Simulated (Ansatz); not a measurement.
Working through cell relaxations under several functionals of Gd, space group Fm-3m

Program: Ansatz's Python interface.

Typed at the interpreter:
```pycon
>>> import ansatz
>>> import numpy as np
>>> K_SPACING = 0.23
>>> OCCUPATIONS = "Methfessel-Paxton"
>>> SIGMA = 0.01
>>> SCF_TOL = 1e-06
>>> N_EMPTY = 16
>>> FORCE_TOL = 0.001
>>> def edges_and_angles(cell):
...     cell = np.asarray(cell)
...     a, b, c = np.linalg.norm(cell, axis=1)
...     cosines = cell[1] @ cell[2] / (b * c), cell[0] @ cell[2] / (a * c), cell[0] @ cell[1] / (a * b)
...     return (a, b, c, *np.degrees(np.arccos(cosines)))
...
>>> lattice = ansatz.Lattice.of(
...     (0.0, 2.585819, 2.585819),
...     (2.585819, 0.0, 2.585819),
...     (2.585819, 2.585819, 0.0),
... )
>>> sites = [
...     ("Gd", (0.0, 0.0, 0.0)),
... ]
>>> cell = ansatz.Crystal(lattice=lattice)
>>> for symbol, position in sites:
...     cell = cell.atom(symbol, position)
...
>>> cell = cell.moments(Gd=9.1)
>>> len(cell.resolved().sites)
1
>>> job = (
...     cell.calculation()
...     .accuracy("low")
...     .kpoints(spacing=K_SPACING)
...     .occupations(OCCUPATIONS, width=SIGMA)
...     .spin("collinear")
...     .scf(tolerance=SCF_TOL, extra_bands=N_EMPTY, lower_state_search="off")
...     .relax(cell=True, force_tolerance=FORCE_TOL, max_displacement=0.3)
... )
>>> levels = [("pbesol", "none"), ("lda", "none"), ("blyp", "d3bj")]
>>> print("level            a       b       c    alpha   beta  gamma  V/atom  steps")
level            a       b       c    alpha   beta  gamma  V/atom  steps
>>> for name, dispersion in levels:
...     seen = []
...     run = job.functional(name, dispersion=dispersion).session().plan()
...     res = run.execute(on_event=lambda e: seen.append(e) if e["event"] == "relax_step" else None)
...     cell = res.lattice.cell_ang
...     label = name if dispersion == "none" else f"{name}+{dispersion}"
...     print("{:13s} {:7.4f} {:7.4f} {:7.4f} {:6.2f} {:6.2f} {:6.2f}".format(label, *edges_and_angles(cell)), f"{abs(np.linalg.det(cell)) / len(res.lattice.sites):7.3f} {len(seen):5d}")
...
DeckWarning: basis.ecutwfc = 420 eV, auto-derived from the records' recommended cutoffs: set by Gd (normal level)
DeckWarning: scf.convergence.dr2_threshold = 1e-6 eV is looser than this run's default, which is 1e-7 eV or tighter. The error in the forces grows as the threshold's square root, so leave the key out unless less accurate forces are enough
DeckWarning: relax.cell: scf.convergence.dr2_threshold = 1e-6 eV is looser than the 1e-10 eV advised for a relaxation that steers and ends on the stress (1e-10 eV for each atom of the cell: 1). What [...]
pbesol         3.4993  3.4993  3.4993  60.00  60.00  60.00  30.299     7
lda            3.4367  3.4367  3.4367  60.00  60.00  60.00  28.703     6
blyp+d3bj      3.4377  3.4377  3.4377  60.00  60.00  60.00  28.728     6
```

From smallest to largest: LDA (28.70 Å³ an atom, -17.0 % against the start), BLYP+D3BJ (28.73 Å³ an atom, -16.9 % against the start) and PBEsol (30.30 Å³ an atom, -12.4 % against the start). The spread is 5.6 % in volume.

These settings explore the input space; cutoff and mesh may be short of convergence. Open f shells: without a Hubbard U, without spin-orbit coupling; the state reached hangs on the start and needn't be the lowest. BLYP and dispersion corrections can be off by several per cent in the lattices of metals, and by several GPa in the pressure at a fixed cell. For a metal this k-point mesh is coarse: on a finer one energies can move by several to tens of meV an atom and pressures by half a GPa or more, differences at one mesh by less. Edges and angles are those of the cell as typed, here a primitive one, not of the conventional cell. This isn't the structure that Gd takes at ambient conditions. Warnings are shown shortened and without file and line. Finished in 95 s on 1 thread of Intel(R) Xeon(R) Platinum 8175M CPU @ 2.50GHz (Skylake/Cascade Lake) (shared host), peak memory 0.47 GiB.
